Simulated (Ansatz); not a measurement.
# Si: further runs on the relaxed cell

An exercise on one series of results from a longer session: the logs are not shown, and one member is left open.

Method: DFT LDA, scalar-relativistic, plane waves, PAW, in Ansatz 0.2.0.

1 further run of the same task is left out (set aside as unsound or not needed).

### The system as given

It takes space group I4/mmm (No. 139, tetragonal). The conventional cell has a = 6.603 Å, b = 6.603 Å, c = 3.817 Å, α = 90.00°, β = 90.00°, γ = 90.00°. Si (site symmetry m2m) is surrounded by 4 Si at 2.33 to 2.36 Å.

As a file:

```cif
data_structure
_symmetry_space_group_name_H-M 'P 1'
_symmetry_Int_Tables_number 1
_cell_length_a 5.0437
_cell_length_b 5.0437
_cell_length_c 5.0437
_cell_angle_alpha 98.231
_cell_angle_beta 98.231
_cell_angle_gamma 135.535
_cell_volume 83.19
loop_
_atom_site_label
_atom_site_type_symbol
_atom_site_fract_x
_atom_site_fract_y
_atom_site_fract_z
_atom_site_occupancy
Si1 Si 0.17884 0.17884 0.35769 1
Si2 Si 0.82116 0.82116 0.64231 1
Si3 Si 0.17884 0.82116 0.00000 1
Si4 Si 0.82116 0.17884 0.00000 1
```

It goes back to an entry of the Materials Project, which need not be the stable form.

It is the result of an earlier relaxation at this level (volume 20.80 Å³/atom; gap on the mesh: 0.20 eV).

The first run:

Contents of input.yaml:

```yaml
crystal:
  lattice:
    - [-3.3012718576, 3.3012718576, 1.9083649477]
    - [3.3012718576, -3.3012718576, 1.9083649477]
    - [3.3012718576, 3.3012718576, -1.9083649477]
  atoms:
    - { symbol: Si, position: [0.1788433299, 0.1788433299, 0.3576866599] }
    - { symbol: Si, position: [0.8211566701, 0.8211566701, 0.6423133401] }
    - { symbol: Si, position: [0.1788433299, 0.8211566701, 0.0] }
    - { symbol: Si, position: [0.8211566701, 0.1788433299, 0.0] }
basis:
  ecutwfc: 420
kpoints:
  mp_grid: { grid: [10, 10, 10] }
  band_path:
    path:
      - [[0.0, 0.0, 0.0], [0.0, 0.0, 0.5], [-0.5, 0.5, 0.5], [0.0, 0.0, 0.0], [0.33354112, 0.33354112, -0.33354112]]
      - [[-0.33354112, 0.66645888, 0.33354112], [-0.5, 0.5, 0.5]]
      - [[0.0, 0.0, 0.5], [0.25, 0.25, 0.25], [0.0, 0.5, 0.0], [0.0, 0.0, 0.0]]
    npoints: 14
hamiltonian:
  xc: lda
scf:
  occupations: { method: gaussian, width: 0.01 }
  n_extra_bands: 10
output:
  forces: true
  stress: true
  eigenvalues: true
  populations: true
  dos: { projected: true, de: 0.02, nscf_kmesh: { grid: [15, 15, 15] } }
  bader: true
  write_density: true
  write_potential: true
  elf: true
  volumetric_format: npy
```

Started as:

```console
ansatz run input.yaml --threads 1 --pin off --max-ram 2560MiB --backend cpu --events-out ev --progress --plain --runs-dir out
```

Among the steps run: Electronic structure at the relaxed geometry; Seeking the band edges over the whole zone; Eigenvalues a small step from each edge; The cell scaled to 0.97 of its volume; Volume × 1.03; The cell scaled to 0.94 of its volume; The cell scaled to 1.06 of its volume.

One table of the session follows, with a row left open; its other results are not shown here.

It belongs to the step «Equation of state». 

| volume (Å³/atom) | energy above the lowest point (meV/atom) | pressure (GPa) | gap on the mesh (eV) |
| --- | --- | --- | --- |
| 19.550 | 23.0 | 6.19 | 0.00 |
| 20.174 | 5.5 | 2.88 | 0.11 |
| 20.798 | 0.0 | 0.02 | 0.20 |
| 21.422 | ? | ? | ? |
| 22.046 | 18.4 | -4.51 | 0.33 |

Estimate the missing values for volume (Å³/atom) = 21.422.

Worked estimate for «energy above the lowest point (meV/atom)». A straight line through the neighbours (20.798, 0.0) and (22.046, 18.4) gives 0.0 + (18.4 − 0.0) × (21.422 − 20.798) / (22.046 − 20.798) = 9.2; a parabola fitted to 3 rows on both sides gives 4.3.

The run gave: energy above the lowest point (meV/atom): 4.8; pressure (GPa): -2.42; gap on the mesh (eV): 0.29. In «energy above the lowest point (meV/atom)» the line misses by +4.4 and the parabola by -0.5.

To keep in mind: Warnings in the runs' records: gap smaller between mesh points.
